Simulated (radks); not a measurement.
# Valence configurations of Se

The task here is to estimate one member of a computed series from the others.

Program: radks (a radial shooting solver on a logarithmic mesh, Libxc functionals) version 1. Level of theory: Dirac Kohn-Sham, PBE, spin-unpolarised, spherical densities, finite nucleus; open shells fill j = l - 1/2 first. These are calculated values, not measurements, unless marked.

### Starting point

| Quantity | Value |
| --- | --- |
| element | selenium (Z = 34) |
| charge | 0 |
| electrons | 34 |
| configuration | [Ar] 3d10 4s2 4p4 |
| nuclear rms radius | 4.14 fm |
| others tried | 3d10 4s1 4p5; 3d9 4s2 4p5; 3d9.5 4s2 4p4.5; 3d9.5 4s1 4p5.5; 3d10 4s0.5 4p5.5; 3d9 4s1 4p6; 3d10 4p6 |

The first run:

Input:

```text
Z 34
configuration [Ar] 3d10 4s2 4p4
relativity Dirac
functional pbe,pbe
spin unpolarised
j_filling energy
nucleus finite rms 4.14 fm
c 137.035999084
```

Steps of the session up to this table: [Ar] 3d10 4s2 4p4.

One of the session's tables, all rows but one given; the rest of the session is left out.

It belongs to the step «[Ar] 3d10 4s2 4p4». Radial moments (bohr):

```
level     <r>  outermost maximum (interpolated)  90 % within  nodes
3s1/2  0.5739                             0.502        0.856      2
3p1/2  0.5824                             0.495        0.892      1
3p3/2  0.5930                             0.503        0.908      1
3d3/2  0.6281                             0.451         1.04      0
3d5/2  0.6325                             0.454         1.05      0
4s1/2       ?                                 ?            ?      ?
4p1/2   2.271                              1.79         3.54      2
4p3/2   2.323                              1.82         3.62      2
```

Estimate the missing values for 4s1/2.

The run gave: <r>: 1.797; outermost maximum (interpolated): 1.51; 90 % within: 2.69; nodes: 3. In the column «<r>» it lies between 3d5/2 (0.6325) and 4p1/2 (2.271).
